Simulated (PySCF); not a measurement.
# CuSe2 (quartet): edits of the settings

A base run and a few variants of its settings.

The runs use PySCF 2.14.0; method and basis as typed in the scripts.

4 further runs of the same task are left out: 4 that didn't finish.

### Step 1. Starting geometry

CuSe2 (quartet): 3 atoms, charge 0, spin multiplicity 4.

Bond lengths: Cu1–Se2 2.239 Å, Cu1–Se3 2.239 Å. Angles: Se2–Cu1–Se3 180.0°.

### Step 2. The run that the others are compared with

File input.py:

```python
from pyscf import gto, dft

mol = gto.M(
    atom='Cu 0 0 0; Se 2.2393 0 0; Se -2.2393 0 0',
    basis='6-31g',
    charge=0,
    spin=3,
    verbose=4,
)
mf = dft.UKS(mol, xc='b3lyp')
mf.level_shift = 0.3
mf.kernel()
mf.dip_moment()
print('orbital energies (hartree):', [e[max(0, n-3):n+3].round(4) for e, n in zip(mf.mo_energy, mol.nelec)])
```

The run is started by

```sh
> OMP_NUM_THREADS=1 python input.py
```

### Step 3. NEVPT2 (ROHF)

Run 1 changes step after the SCF: none → nevpt2; SCF type: UKS → ROHF; functional: b3lyp → none (Hartree–Fock); active space: none → 5 electrons in 6 orbitals.

File input.py:

```python
from pyscf import gto, scf, mcscf, mrpt

mol = gto.M(
    atom='Cu 0 0 0; Se 2.2393 0 0; Se -2.2393 0 0',
    basis='6-31g',
    charge=0,
    spin=3,
    verbose=4,
)
mf = scf.ROHF(mol)
mf.level_shift = 0.3
mf.kernel()
mc = mcscf.CASSCF(mf, 6, 5)
mc.kernel()
mc.analyze()
mrpt.NEVPT(mc).kernel()
mf.dip_moment()
print('orbital energies (hartree):', mf.mo_energy[..., max(0, mol.nelec[1]-3):mol.nelec[0]+3].round(4))
```

### Step 4. Integration grid (50, 194)

Run 2 changes integration grid: default → (50, 194).

Changes to input.py since step 2:

```diff
@@ -10,2 +10,3 @@
 mf = dft.UKS(mol, xc='b3lyp')
+mf.grids.atom_grid = (50, 194)
 mf.level_shift = 0.3
```

### Step 5. Coordinates × 0.93

Run 3 changes geometry: coordinates × 1 → coordinates × 0.93.

Changes to input.py since step 2:

```diff
@@ -3,3 +3,3 @@
 mol = gto.M(
-    atom='Cu 0 0 0; Se 2.2393 0 0; Se -2.2393 0 0',
+    atom='Cu 0 0 0; Se 2.0825 0 0; Se -2.0825 0 0',
     basis='6-31g',
```

Q: Predict the outcome of this session. Wanted: for each run, E(SCF); from base; gap, α spin; SCF dipole; after the SCF.

**Answer**, as computed:

| run | E(SCF) (hartree) | from base (eV) | cycles | gap, α spin (eV) | SCF dipole (D) | after the SCF |
| --- | --- | --- | --- | --- | --- | --- |
| base | -6442.648124 | 0 | 30 | 6.65 | 0.00 | n/a |
| NEVPT2 (ROHF) | -6437.471994 | not comparable | 16 | n/a | 0.00 | NEVPT2 correlation -22.023 eV (from the SCF energy, the CASSCF gain included) |
| integration grid (50, 194) | -6442.648030 | +0.0026 | 30 | 6.65 | 0.00 | n/a |
| coordinates × 0.93 | -6442.643850 | +0.1163 | 25 | 7.15 | 0.00 | n/a |

Distance from each run's final energy (log10 hartree) by cycle:

| run | cycle 1 | cycle 2 | cycle 3 | cycle 5 | cycle 8 | cycle 12 |
| --- | --- | --- | --- | --- | --- | --- |
| base | 0.3 | 0.7 | 0.0 | -1.1 | -2.9 | -4.2 |
| NEVPT2 (ROHF) | -1.5 | -1.8 | -2.7 | -3.7 | -5.0 | -7.2 |
| integration grid (50, 194) | 0.3 | 0.7 | 0.0 | -1.1 | -2.9 | -4.2 |
| coordinates × 0.93 | 0.3 | 0.6 | -0.1 | -1.3 | -3.2 | -4.8 |

In words: Of the runs whose energies can be compared, “coordinates × 0.93” moves the SCF energy most (+0.116 eV).
